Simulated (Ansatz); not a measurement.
SiNi2:

```
Ni Si
1.0
     4.99000    0.00000    0.00000
     0.00000    3.72000    0.00000
     0.00000    0.00000    7.03000
Ni Si
8 4
Direct
  0.32500 0.75000 0.93700
  0.67500 0.25000 0.06300
  0.17500 0.25000 0.43700
  0.82500 0.75000 0.56300
  0.45800 0.75000 0.29700
  0.54200 0.25000 0.70300
  0.04200 0.25000 0.79700
  0.95800 0.75000 0.20300
  0.78600 0.75000 0.88600
  0.21400 0.25000 0.11400
  0.71400 0.25000 0.38600
  0.28600 0.75000 0.61400
```

```yaml
Program: Ansatz 0.2.0
Task: relaxation of cell and atoms
Functional: RPBE
Dispersion: D3(BJ)
Potentials_or_basis: Ansatz PAW
Cutoff: "420 eV (not typed: the program's choice for these potentials)"
k_mesh: 6 × 7 × 4
Occupations: fermi-dirac, width 0.05 eV
Spin: collinear spin, ferromagnetic start
Starting_moments: "[1.0, 1.0, 1.0, 1.0, 1.0, 1.0, 1.0, 1.0, 0.0, 0.0, 0.0, 0.0] μB"
```

At the start: volume 10.87 Å³/atom.

Task: Where does the relaxation end?

Result: It ends after 9 steps and the volume is 9.56 Å³/atom (-12.1 %); space group Pnma (No. 62, to 0.05 Å); moment 0.00 μB per cell.

The path:
| step | energy change (eV) | largest force (eV/Å) | volume (Å³) |
| --- | --- | --- | --- |
| 1 | 0.0000 | 0.3577 | 130.50 |
| 2 | -1.2738 | 0.2500 | 121.31 |
| 3 | -1.5764 | 0.2531 | 112.10 |
| 4 | -1.6333 | 0.2817 | 114.67 |
| 5 | -1.6483 | 0.0443 | 114.67 |
| 6 | -1.6494 | 0.0042 | 114.65 |
| 7 | -1.6390 | 0.0043 | 114.65 |
| 8 | -1.6390 | 0.0007 | 114.68 |
| 9 | -1.6390 | 0.0007 | 114.68 |

Final structure:
```
Ni Si
1.0
     4.67973    0.00000    0.00000
     0.00000    3.60820    0.00000
     0.00000    0.00000    6.79163
Ni Si
8 4
Cartesian
  1.5355 2.7062 6.3637
  3.1442 0.9021 0.4280
  0.8044 0.9021 2.9679
  3.8754 2.7062 3.8238
  2.1252 2.7062 1.9311
  2.5546 0.9021 4.8605
  0.2147 0.9021 5.3269
  4.4650 2.7062 1.4647
  3.7717 2.7062 6.0601
  0.9080 0.9021 0.7315
  3.2479 0.9021 2.6643
  1.4318 2.7062 4.1273
```

Caveat: the plane-wave basis is chosen anew once the cell has moved, so the energies of steps on either side of that aren't comparable; the volume moved by -12 % from the deposited cell, more than functionals usually miss; pairwise dispersion overbinds metals, which lowers pressure and volume; the PAW data sets come from PBE, with cores solved anew for the run's functional, which leaves a small shift of forces and pressure; the starting moments weren't kept.
